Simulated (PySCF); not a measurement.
**[(OH)3Sn]2O: geometry, NMR shifts and electronic excitations**

Aim: predict the NMR shifts and electronic excitations of [(OH)3Sn]2O.

Computed with PySCF 2.14.0, with density-fitted response routines of our own, on a single molecule in the gas phase. Atoms count from 0, in the outputs and in this text.

## (1) The molecule as given

15 atoms, charge 0, multiplicity 1; geometry from: GFN2-xTB. The atoms were then displaced at random by about 0.03 Å, so the start is not that level's minimum.

Bonds of the start (Å): Sn0–O1 1.89, Sn0–O2 1.86, Sn0–O3 1.87, Sn0–O4 1.97, O1–H9 0.96, O2–H10 0.90, O3–H11 1.02, O4–Sn5 1.89, Sn5–O6 1.89, Sn5–O7 1.81, Sn5–O8 1.83, O6–H12 1.07, O7–H13 1.00, O8–H14 0.98.

## (2) Relaxing the molecule at PBE0-D3(BJ)/def2-SVP

Job settings and geometry (Å):

```
{"job": {"xc": "PBE0", "basis": "def2-SVP", "d3": "d3bj", "grid": 1, "maxiter": 40, "shake": 0.03, "kind": "geom"}, "charge": 0, "multiplicity": 1}
Sn     1.216080    -1.053540     0.634290
O      1.966520    -0.231070    -0.898280
O      0.393780    -2.651170     0.165270
O      2.465330    -1.058850     2.020410
O     -0.189080     0.253000     1.062720
Sn    -1.226280     1.076890    -0.280840
O     -1.555310    -0.370370    -1.449220
O     -2.743060     1.697430     0.483000
O     -0.310150     2.421300    -1.124540
H      2.861240    -0.548570    -1.039310
H     -0.332490    -2.615340    -0.371530
H      2.046150    -0.697560     2.873730
H     -2.403090    -0.182470    -2.077320
H     -2.802660     1.750410     1.477580
H      0.580260     2.133780    -1.431950
```

The run is started by

```console
OMP_NUM_THREADS=1 python probes_run.py task.json out
```

The driver reads the jobs from task.json and runs them one after another.

The log of the run:

```text
step   0  E = -957.86370161  max force = 0.087885
step   1  E = -957.91961923  max force = 0.027154
step   2  E = -957.92638770  max force = 0.011770
step   3  E = -957.93005650  max force = 0.008629
step   4  E = -957.93074450  max force = 0.005372
step   5  E = -957.93096326  max force = 0.004879
step   6  E = -957.93129548  max force = 0.001432
step   7  E = -957.93143414  max force = 0.001025
step   8  E = -957.93156383  max force = 0.001270
step   9  E = -957.93180640  max force = 0.002358
step  10  E = -957.93202967  max force = 0.002430
step  11  E = -957.93228794  max force = 0.001434
step  12  E = -957.93256477  max force = 0.001314
step  13  E = -957.93262715  max force = 0.000944
step  14  E = -957.93268909  max force = 0.000612
step  15  E = -957.93271895  max force = 0.001117
step  16  E = -957.93274666  max force = 0.000717
step  17  E = -957.93278552  max force = 0.000643
step  18  E = -957.93282337  max force = 0.000936
step  19  E = -957.93293162  max force = 0.002427
step  20  E = -957.93312146  max force = 0.003140
step  21  E = -957.93327163  max force = 0.003402
step  22  E = -957.93342890  max force = 0.001705
step  23  E = -957.93352832  max force = 0.000685
step  24  E = -957.93357546  max force = 0.000493
step  25  E = -957.93361484  max force = 0.000515
step  26  E = -957.93363583  max force = 0.000567
step  27  E = -957.93367841  max force = 0.000974
step  28  E = -957.93371468  max force = 0.001024
step  29  E = -957.93375112  max force = 0.000511
step  30  E = -957.93376664  max force = 0.000294
step  31  E = -957.93377694  max force = 0.000382
optimisation converged
```

Wall time 22 min (1 thread of Arm Neoverse N1, shared host); peak memory 0.84 GiB.

Along the way:

```csv
step,energy from step 0 (eV),largest force component (eV/Å)
0,0.0000,4.5192
1,-1.5216,1.3963
2,-1.7058,0.6052
3,-1.8056,0.4437
4,-1.8243,0.2762
5,-1.8303,0.2509
6,-1.8393,0.0736
7,-1.8431,0.0527
8,-1.8466,0.0653
9,-1.8532,0.1213
10,-1.8593,0.1250
11,-1.8663,0.0737
12,-1.8739,0.0676
13,-1.8756,0.0485
14,-1.8772,0.0315
15,-1.8781,0.0574
16,-1.8788,0.0369
17,-1.8799,0.0331
18,-1.8809,0.0481
19,-1.8838,0.1248
20,-1.8890,0.1615
21,-1.8931,0.1749
22,-1.8974,0.0877
23,-1.9001,0.0352
24,-1.9014,0.0254
25,-1.9024,0.0265
26,-1.9030,0.0292
27,-1.9042,0.0501
28,-1.9052,0.0527
29,-1.9061,0.0263
30,-1.9066,0.0151
31,-1.9068,0.0196
```

Distances of close pairs at the start and the end, largest changes first:

```csv
bond,before (Å),after (Å),change (Å)
Sn5–O7,1.808,1.955,+0.147
Sn5–O8,1.833,1.951,+0.119
Sn5–O6,1.889,2.004,+0.115
Sn0–O1,1.894,2.002,+0.108
O6–H12,1.072,0.965,-0.106
Sn0–O2,1.857,1.952,+0.095
Sn0–O3,1.866,1.956,+0.090
O4–Sn5,1.887,1.976,+0.089
```

The final coordinates are the input of the step that follows.

```csv
at the end point,value
point group (found at 0.08 Å tolerance),C2
"rotational constants (GHz, main isotopes)","1.557, 0.396, 0.387"
dipole moment (D),0.55
```

## (3) Shielding tensors: PBE0/def2-TZVP+pcSseg-1

Job settings and geometry (Å):

```
{"job": {"kind": "nmr", "xc": "PBE0", "basis": {"default": "pcSseg-1", "Sn": "def2-TZVP"}}, "charge": 0, "multiplicity": 1}
Sn     1.065641    -0.989979     0.763976
O      1.825063     0.017144    -0.791185
O      0.132169    -2.584713     0.135105
O      2.416709    -1.458668     2.098597
O     -0.142836     0.450729     1.368508
Sn    -1.132534     1.176178    -0.180199
O     -1.655097    -0.600577    -0.945645
O     -2.674002     2.262929     0.335241
O      0.003814     2.138008    -1.441677
H      2.257863    -0.547474    -1.443339
H     -0.661905    -2.219761    -0.302943
H      2.639855    -0.687422     2.635796
H     -1.849971    -0.562038    -1.890339
H     -3.098710     1.896894     1.121801
H      0.841180     1.632617    -1.419685
```

With the program's defaults for keys left out, this is: GIAO PBE0/pcSseg-1 Sn:def2-TZVP NMR shielding, scalar relativity only through core potentials, gas phase.

The log of the run:

```text
coarse grid: 67144 points
cycle   1  E = -955.8481465718  dE = -7.108e+01  |g| = 3.693e+00  |ddm| = 4.476e+01
cycle   2  E = -946.1620723546  dE =  9.686e+00  |g| = 6.197e+00  |ddm| = 1.298e+01
cycle   3  E = -956.3528099368  dE = -1.019e+01  |g| = 3.213e+00  |ddm| = 9.882e+00
cycle   4  E = -958.0824607235  dE = -1.730e+00  |g| = 1.126e+00  |ddm| = 1.752e+00
cycle   5  E = -958.2203476474  dE = -1.379e-01  |g| = 8.706e-01  |ddm| = 1.214e+00
cycle   6  E = -958.3560158596  dE = -1.357e-01  |g| = 1.863e-01  |ddm| = 7.046e-01
cycle   7  E = -958.3609941215  dE = -4.978e-03  |g| = 8.471e-02  |ddm| = 1.389e-01
cycle   8  E = -958.3622235666  dE = -1.229e-03  |g| = 9.213e-03  |ddm| = 5.629e-02
cycle   9  E = -958.3622385573  dE = -1.499e-05  |g| = 3.631e-03  |ddm| = 7.879e-03
cycle  10  E = -958.3622407227  dE = -2.165e-06  |g| = 1.470e-03  |ddm| = 2.207e-03
final grid: 138776 points
cycle  11  E = -958.3621775418  dE =  9.681e-07  |g| = 2.943e-03  |ddm| = 3.364e-03
cycle  12  E = -958.3621721873  dE =  5.355e-06  |g| = 6.144e-03  |ddm| = 5.775e-03
cycle  13  E = -958.3621791168  dE = -6.930e-06  |g| = 3.657e-04  |ddm| = 3.923e-03
cycle  14  E = -958.3621791393  dE = -2.250e-08  |g| = 9.147e-05  |ddm| = 2.735e-04
cycle  15  E = -958.3621791408  dE = -1.507e-09  |g| = 1.008e-05  |ddm| = 6.151e-05
cycle  16  E = -958.3621791408  dE = -1.091e-11  |g| = 8.138e-06  |ddm| = 1.137e-05
converged SCF energy = -958.3621791408

GIAO shielding tensors (ppm)
atom      isotropic    diamagn.    paramagn.     s11        s22        s33       span
  0 Sn         nan         nan         nan        nan        nan        nan        nan
  1 O      267.791     391.256    -123.465    223.041    265.252    315.080     92.038
  2 O      256.169     393.132    -136.963    219.055    231.616    317.837     98.782
  3 O      291.237     387.727     -96.490    254.229    284.588    334.894     80.665
  4 O      229.530     400.258    -170.728    196.595    237.585    254.410     57.816
  5 Sn         nan         nan         nan        nan        nan        nan        nan
  6 O      266.080     391.304    -125.223    218.677    264.598    314.966     96.289
  7 O      291.500     387.630     -96.130    254.169    285.898    334.433     80.264
  8 O      256.612     393.074    -136.462    219.792    231.760    318.286     98.494
  9 H       29.798      32.047      -2.249     20.776     23.531     45.089     24.314
 10 H       27.245      33.295      -6.051     13.959     26.426     41.350     27.391
 11 H       29.611      31.093      -1.482     19.716     24.907     44.210     24.494
 12 H       29.810      32.178      -2.368     21.031     23.605     44.793     23.762
 13 H       29.610      31.056      -1.447     19.730     24.857     44.242     24.512
 14 H       27.161      33.239      -6.078     13.805     26.302     41.376     27.570
```

Wall time 2.2 min (1 thread of Arm Neoverse N1, shared host); peak memory 1.3 GiB.

Shifts follow as δ = σ(reference) − σ, with reference shieldings (ppm) from runs at the same level and on the same kind of geometry: 1H TMS 31.27, 17O H2O 334.6. The references are single molecules in the gas phase, so shifts against H2O, NH3, PH3, H3PO4 or CFCl3 are not on the usual liquid scales and can be off by tens of ppm. Atoms listed in one row are averaged.

```csv
atoms,environment,σ (ppm),δ (ppm)
"H9, H10, H11, H12, H13, H14",hydrogen on an oxygen bonded to Sn,28.87,2.39
O4,oxygen bonded to 2 Sn,229.5,105.0
"O1, O2, O3, O6, O7, O8","oxygen bonded to Sn, H",271.6,63.0
```

Atoms past Kr carry core potentials, so their printed shieldings have no meaning and are left out of the table.

Charges from the same density, by scheme (e):

```csv
atoms,Mulliken,ESP fit
"Sn0, Sn5",1.32,1.31
"O1, O2, O3, O6, O7, O8",-0.58,-0.73
O4,-0.76,-0.70
```

Mayer bond orders: Sn0–O1 0.83, Sn0–O2 1.06, Sn0–O3 1.01, Sn0–O4 0.87, O4–Sn5 0.87, Sn5–O6 0.83, Sn5–O7 1.01, Sn5–O8 1.06.

With diffuse functions Mulliken charges and Mayer bond orders lose their meaning; the other schemes are steadier.

Orbitals, density, ELF and potential are computed afterwards from the orbital file.

Frontier orbitals at PBE0/def2-TZVP+pcSseg-1, with the share of their density that lies nearest to each atom:

```csv
orbital,energy (eV),lies on
HOMO,-9.05,"O2, O8 about 33 % each; O1, O6 about 9 % each"
LUMO,-2.52,"Sn0, Sn5 about 15 % each; O4 13 %; 4 O atoms about 8 % each"
```

ELF in a plane through or near 4 of the atoms.

Ten even steps from ' ' (0.00) to '@' (0.87):
```
                                                        
                                                        
                                                        
                          ....                          
          ::==--..      --++++--..    ..==**--          
        ::**@@%%--    ::##@@@@##::    --%%@@##::        
      ::**%%%%%%++::..--%%##++@@==..::++%%%%%%**::      
    ..++%%@@**%%**::..::%%++==%%::::::**##**@@%%++..    
      ++%%@@@@%%::**%%==--####::++%%##::%%@@@@%%++      
      ::++##**--::##%%**..----::##--%%::--**##++::      
        ..::......--++::..  ....==##**::....::..        
                ..::::----    ....::....                
                ..::==++++..    ......                  
                ..--------..                            
                ::====....                              
                  ....                                  
                                                        
                                                        
                                                        
                                                        
```
The map spans 11.7 Å across and 9.2 Å up, centred on the molecule. Atoms in the plane (x, y in Å): O3 (-3.3, 1.3), O4 (0.0, 1.4), Sn5 (1.6, 0.3), O7 (3.3, 1.3).

On the surface of density 0.002 e/bohr³ the electrostatic potential runs, from the 1st to the 99th percentile, from -1.47 V near O8 to 2.57 V near H12.

## (4) Ultraviolet spectrum: CAM-B3LYP/def2-SVPD

The job, as its differences from that of step 3:

```diff
@@ -1,2 +1,2 @@
-{"job": {"kind": "nmr", "xc": "PBE0", "basis": {"default": "pcSseg-1", "Sn": "def2-TZVP"}}, "charge": 0, "multiplicity": 1}
+{"job": {"kind": "uv", "xc": "CAM-B3LYP", "basis": "def2-SVPD", "ip": true, "nstates": 10}, "charge": 0, "multiplicity": 1}
 Sn     1.065641    -0.989979     0.763976
```

Level: TDDFT CAM-B3LYP/def2-SVPD, vertical, gas phase, core orbitals frozen in the response.

The log of the run:

```text
coarse grid: 67144 points
cycle   1  E = -955.6878991973  dE = -4.500e+01  |g| = 3.608e+00  |ddm| = 2.376e+01
cycle   2  E = -946.2386416020  dE =  9.449e+00  |g| = 4.972e+00  |ddm| = 8.103e+01
cycle   3  E = -956.0139830285  dE = -9.775e+00  |g| = 3.164e+00  |ddm| = 8.138e+01
cycle   4  E = -957.6786445540  dE = -1.665e+00  |g| = 1.653e+00  |ddm| = 1.997e+00
cycle   5  E = -958.2128096234  dE = -5.342e-01  |g| = 7.856e-01  |ddm| = 2.335e+00
cycle   6  E = -958.3151146674  dE = -1.023e-01  |g| = 3.977e-01  |ddm| = 1.081e+00
cycle   7  E = -958.3473787930  dE = -3.226e-02  |g| = 1.137e-01  |ddm| = 6.018e-01
cycle   8  E = -958.3495320423  dE = -2.153e-03  |g| = 3.285e-02  |ddm| = 1.208e-01
cycle   9  E = -958.3497449971  dE = -2.130e-04  |g| = 5.140e-03  |ddm| = 4.727e-02
cycle  10  E = -958.3497523354  dE = -7.338e-06  |g| = 2.284e-03  |ddm| = 1.178e-02
final grid: 138776 points
cycle  11  E = -958.3496232059  dE =  1.153e-06  |g| = 3.780e-03  |ddm| = 8.428e-03
cycle  12  E = -958.3496171338  dE =  6.072e-06  |g| = 6.845e-03  |ddm| = 1.167e-02
cycle  13  E = -958.3496260034  dE = -8.870e-06  |g| = 2.171e-04  |ddm| = 7.149e-03
cycle  14  E = -958.3496260137  dE = -1.024e-08  |g| = 1.046e-04  |ddm| = 3.776e-04
cycle  15  E = -958.3496260176  dE = -3.940e-09  |g| = 3.247e-05  |ddm| = 2.677e-04
cycle  16  E = -958.3496260180  dE = -3.877e-10  |g| = 1.478e-05  |ddm| = 1.046e-04
converged SCF energy = -958.3496260180

Static polarisability (au): isotropic 96.973, principal 88.124 90.263 112.532

Singlet excitations
state   eV       nm        f      main configurations
  1   5.5232    224.5   0.00712   H-1->L 0.80
  2   5.6360    220.0   0.01227   H->L 0.74
  3   5.7885    214.2   0.02824   H-2->L 0.38, H-3->L 0.23, H-5->L 0.11
  4   5.9481    208.4   0.04451   H-3->L 0.33, H-2->L 0.33
  5   6.0670    204.4   0.05703   H-4->L 0.36, H-6->L 0.27, H-5->L+1 0.09
  6   6.2042    199.8   0.16163   H-5->L 0.47, H-3->L 0.20
  7   6.2737    197.6   0.00603   H-7->L 0.66
  8   6.3686    194.7   0.07979   H-4->L 0.43, H-6->L 0.30, H-7->L 0.10
  9   6.6793    185.6   0.34782   H-8->L 0.67, H-2->L 0.11
 10   6.9185    179.2   0.00032   H-1->L+1 0.42, H-2->L+1 0.31

Triplet excitations (Tamm-Dancoff, eV): 5.0350 5.1429 5.2470 5.4115
Vertical ionisation energy (delta-SCF) = 11.4605 eV
Vertical electron affinity (delta-SCF) = 1.1355 eV
```

It took 22 min on 1 thread of Arm Neoverse N1, shared host; peak memory 1.7 GiB.

The orbitals next to the gap, with their largest atomic shares:

```csv
orbital,eV,atoms
HOMO−3,-11.05,"O6 29 %, O1 27 %, O3 16 %"
HOMO−2,-10.86,"O4 26 %, O2 22 %, O8 21 %"
HOMO−1,-10.73,"O8 33 %, O4 31 %, O2 26 %"
HOMO,-10.71,"O2 34 %, O8 30 %, O6 10 %"
LUMO,-1.75,"Sn5 20 %, Sn0 20 %, O4 11 %"
LUMO+1,-0.58,"Sn0 16 %, Sn5 16 %, O4 10 %"
LUMO+2,0.64,"O1 14 %, O6 14 %, Sn0 11 %"
```

With each of the 10 states as a Gaussian band of 0.4 eV half-width at 1/e, the curve within the window shown has maxima at 191 nm (ε 19,000) L/(mol cm). Beyond the last state computed it falls off for lack of states. The curve at chosen wavelengths:

(nm, ε (L/mol/cm)): (172, 2343), (175, 4977), (178, 8683), (182, 14050), (185, 17181), (188, 18948), (191, 19427), (194, 19008), (198, 17636), (201, 16186), (204, 14432), (207, 12453), (210, 10385), (214, 7753), (217, 6026), (220, 4572), (223, 3396), (226, 2474), (230, 1574), (233, 1096), (236, 747), (239, 498), (242, 325), (246, 177), (249, 109), (252, 66)

Leading natural transition orbitals of singlet state 9: the hole lies on O4, O8 about 20 % each; O2 15 %; O3, O7 about 9 % each; the particle on Sn0, Sn5 about 15 % each; O4 14 %; 4 O atoms about 8 % each.

Leading natural transition orbitals of singlet state 1: the hole lies on O4 57 %; O2, O8 about 18 % each; the particle on O4 16 %; Sn0, Sn5 about 16 % each; 4 O atoms about 7 % each.

Ground-state properties from the same run:

```csv
property,computed
dipole moment (D),0.43
polarisability (Å³),14.37
HOMO–LUMO gap (eV),8.96
−ε(HOMO) (eV),10.71
```

## (5) Nuclear shieldings: KT2/def2-TZVP+pcSseg-1

The job, as its differences from that of step 4:

```diff
@@ -1,2 +1,2 @@
-{"job": {"kind": "uv", "xc": "CAM-B3LYP", "basis": "def2-SVPD", "ip": true, "nstates": 10}, "charge": 0, "multiplicity": 1}
+{"job": {"kind": "nmr", "xc": "KT2", "basis": {"default": "pcSseg-1", "Sn": "def2-TZVP"}, "pop": false}, "charge": 0, "multiplicity": 1}
 Sn     1.065641    -0.989979     0.763976
```

Level: GIAO KT2/pcSseg-1 Sn:def2-TZVP NMR shielding, scalar relativity only through core potentials, gas phase.

The log of the run:

```text
coarse grid: 67144 points
cycle   1  E = -965.5996995517  dE = -6.976e+01  |g| = 4.155e+00  |ddm| = 4.362e+01
cycle   2  E = -950.2645371371  dE =  1.534e+01  |g| = 8.282e+00  |ddm| = 1.515e+01
cycle   3  E = -966.9075784633  dE = -1.664e+01  |g| = 3.134e+00  |ddm| = 1.078e+01
cycle   4  E = -968.8215929227  dE = -1.914e+00  |g| = 7.104e-01  |ddm| = 2.719e+00
cycle   5  E = -968.6136646352  dE =  2.079e-01  |g| = 1.221e+00  |ddm| = 1.395e+00
cycle   6  E = -968.9134390069  dE = -2.998e-01  |g| = 1.850e-01  |ddm| = 9.943e-01
cycle   7  E = -968.9148121927  dE = -1.373e-03  |g| = 1.592e-01  |ddm| = 2.351e-01
cycle   8  E = -968.9194268785  dE = -4.615e-03  |g| = 5.595e-02  |ddm| = 1.191e-01
cycle   9  E = -968.9200052045  dE = -5.783e-04  |g| = 1.073e-02  |ddm| = 4.295e-02
cycle  10  E = -968.9200132766  dE = -8.072e-06  |g| = 9.477e-03  |ddm| = 1.392e-02
cycle  11  E = -968.9200306914  dE = -1.741e-05  |g| = 1.517e-03  |ddm| = 7.035e-03
cycle  12  E = -968.9200311108  dE = -4.194e-07  |g| = 4.883e-04  |ddm| = 1.500e-03
final grid: 138776 points
cycle  13  E = -968.9198116609  dE = -1.924e-07  |g| = 1.240e-03  |ddm| = 2.662e-03
cycle  14  E = -968.9198088654  dE =  2.796e-06  |g| = 3.919e-03  |ddm| = 3.662e-03
cycle  15  E = -968.9198119418  dE = -3.076e-06  |g| = 3.110e-04  |ddm| = 2.854e-03
cycle  16  E = -968.9198119571  dE = -1.534e-08  |g| = 1.319e-04  |ddm| = 3.420e-04
cycle  17  E = -968.9198119603  dE = -3.196e-09  |g| = 2.649e-05  |ddm| = 1.060e-04
cycle  18  E = -968.9198119604  dE = -1.016e-10  |g| = 1.411e-05  |ddm| = 3.351e-05
converged SCF energy = -968.9198119604

GIAO shielding tensors (ppm)
atom      isotropic    diamagn.    paramagn.     s11        s22        s33       span
  0 Sn         nan         nan         nan        nan        nan        nan        nan
  1 O      241.082     391.200    -150.117    182.748    236.340    304.160    121.411
  2 O      223.993     393.683    -169.689    170.604    190.998    310.378    139.773
  3 O      265.193     387.759    -122.566    206.454    260.999    328.125    121.671
  4 O      182.741     401.252    -218.511    142.381    190.381    215.461     73.080
  5 Sn         nan         nan         nan        nan        nan        nan        nan
  6 O      239.013     391.251    -152.238    176.639    236.520    303.880    127.242
  7 O      265.513     387.662    -122.149    206.478    262.401    327.661    121.183
  8 O      224.635     393.623    -168.988    171.820    191.177    310.907    139.086
  9 H       29.460      32.094      -2.634     20.988     23.658     43.735     22.747
 10 H       27.121      33.847      -6.726     14.966     26.955     39.443     24.478
 11 H       29.341      31.330      -1.989     20.224     24.769     43.029     22.805
 12 H       29.468      32.239      -2.771     21.224     23.739     43.442     22.218
 13 H       29.339      31.291      -1.952     20.232     24.729     43.054     22.822
 14 H       27.044      33.788      -6.744     14.816     26.849     39.467     24.651
```

Wall time 2.3 min (1 thread of Arm Neoverse N1, shared host); peak memory 1.3 GiB.

This run: δ O4 147.9, O1 87.4, H9 2.55 ppm (means over like atoms).

## (6) Run by run: NMR shifts

Shifts (ppm), means over like atoms, with basis size and wall time:

```csv
run,H9,O4,O1,functions,time
PBE0/def2-TZVP+pcSseg-1,2.39,105.0,63.0,249,2.2 min
KT2/def2-TZVP+pcSseg-1,2.55,147.9,87.4,249,2.3 min
```

## (7) Results

```
                                                                         quantity                        value
                                                                      point group                           C2
                                             rotational constants (main isotopes)         1.56, 0.40, 0.39 GHz
 1H shifts against TMS (PBE0/def2-TZVP+pcSseg-1, means over atoms taken as alike)                     2.39 ppm
17O shifts against H2O (PBE0/def2-TZVP+pcSseg-1, means over atoms taken as alike)              105.0, 63.0 ppm
                                            surface potential, 1st and 99th percentile           -1.47 V and 2.57 V
                                             lowest singlet (CAM-B3LYP/def2-SVPD)  5.52 eV (224 nm), f = 0.007
                                         brightest single state of those computed  state 9, 6.68 eV, f = 0.348
                                                                   lowest triplet                      5.04 eV
                                                vertical ionisation energy (ΔSCF)                     11.46 eV
                                                vertical electron affinity (ΔSCF)                      1.14 eV
                                                         range of the shift of O4           105.0 to 147.9 ppm
```

The start was shaken at random, so part of the energy gained undoes that. The optimisation took 31 steps and gained 1.907 eV; among the close pairs (by a distance rule), Sn5–O7 changed most, from 1.808 to 1.955 Å. No frequency check was run at this level, so the end point may be a saddle. At PBE0/def2-TZVP+pcSseg-1: The widest tensor belongs to O1, O2, O3, O6, O7, O8: span 91 ppm, with a paramagnetic part of -119 ppm. By nearest atom (PBE0/def2-TZVP+pcSseg-1), the HOMO sits on O2, O8 about 33 % each; O1, O6 about 9 % each and the LUMO on Sn0, Sn5 about 15 % each; O4 13 %. The first singlet state (HOMO−1→LUMO 0.80) lies at 5.52 eV and is weak; of the 10 states computed, the strongest absorption comes from state 9 at 6.68 eV. The lowest triplet lies 0.49 eV below the lowest singlet (triplets in Tamm-Dancoff, singlets in full TDDFT). Spin-orbit coupling, left out, mixes singlets and triplets in elements this heavy. The orbital energy would give 10.71 eV for ionisation, ΔSCF gives 11.46 eV. Across the 2 runs the shift of O4 moves most, between 105.0 (PBE0/def2-TZVP+pcSseg-1) and 147.9 ppm (KT2/def2-TZVP+pcSseg-1). Spin-orbit coupling is left out, which matters for shieldings and couplings at and beside the heavy atoms.
